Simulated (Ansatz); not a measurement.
# ClH5O2Si3: the cost of one run

Method: RKS B3LYP-D4/STO-3G, in Ansatz 0.2.0.

**1. Starting point**

Bond lengths: O1–Si2 1.710 Å, Si2–O3 1.643 Å, O3–Si4 1.693 Å, Si2–Si5 2.255 Å, Si4–Si5 2.318 Å, Si5–Cl6 2.050 Å, O1–H7 0.927 Å, Si2–H8 1.435 Å, Si4–H9 1.532 Å, Si4–H10 1.410 Å, Si5–H11 1.455 Å. Angles (14 of 20 angles, heavy atoms first): O1–Si2–O3 109.7°, O1–Si2–Si5 116.7°, O3–Si2–Si5 93.7°, Si2–O3–Si4 100.2°, O3–Si4–Si5 90.1°, Si2–Si5–Si4 68.1°, Si2–Si5–Cl6 115.7°, Si4–Si5–Cl6 115.6°, O1–Si2–H8 109.1°, O3–Si2–H8 109.8°, Si5–Si2–H8 116.7°, Si2–O1–H7 115.3°, O3–Si4–H9 107.8°, O3–Si4–H10 113.3°.

Coordinates:

```xyz
11

O     0.8932   -2.1148   -0.4955
Si   -0.2925   -1.0905    0.1884
O     0.3713   -0.2126    1.4081
Si    0.7576    1.2110    0.5769
Si   -0.8651    0.7331   -1.0073
Cl   -2.7284    1.4985   -0.6247
H     1.3203   -2.6806    0.1020
H    -1.3680   -1.8932    0.6972
H     0.3806    2.3941    1.4750
H     2.0874    1.2403    0.1087
H    -0.4911    0.8579   -2.4082
```

**2. Preparing the start**

Input file input.yaml:

```yaml
crystal:
  periodic: [false, false, false]
  atoms:
    - { symbol: O, position_ang: [0.8932, -2.1148, -0.4955] }
    - { symbol: Si, position_ang: [-0.2925, -1.0905, 0.1884] }
    - { symbol: O, position_ang: [0.3713, -0.2126, 1.4081] }
    - { symbol: Si, position_ang: [0.7576, 1.211, 0.5769] }
    - { symbol: Si, position_ang: [-0.8651, 0.7331, -1.0073] }
    - { symbol: Cl, position_ang: [-2.7284, 1.4985, -0.6247] }
    - { symbol: H, position_ang: [1.3203, -2.6806, 0.102] }
    - { symbol: H, position_ang: [-1.368, -1.8932, 0.6972] }
    - { symbol: H, position_ang: [0.3806, 2.3941, 1.475] }
    - { symbol: H, position_ang: [2.0874, 1.2403, 0.1087] }
    - { symbol: H, position_ang: [-0.4911, 0.8579, -2.4082] }
basis:
  gaussian: { orbitals: STO-3G }
hamiltonian:
  xc: b3lyp
  dispersion: d4
relax:
  f_tol: 0.02
  max_steps: 40
```

The run is started by

```bash
$ ansatz run input.yaml --threads 1 --pin off --max-ram 2048MiB --backend cpu --events-out ev --progress --plain --runs-dir out
```

**Question.** How long does this run take on 1 thread of Intel Xeon 6975P-C (Granite Rapids), shared host, and how much memory does it need?

About 37 s, with a peak of 0.16 GiB.
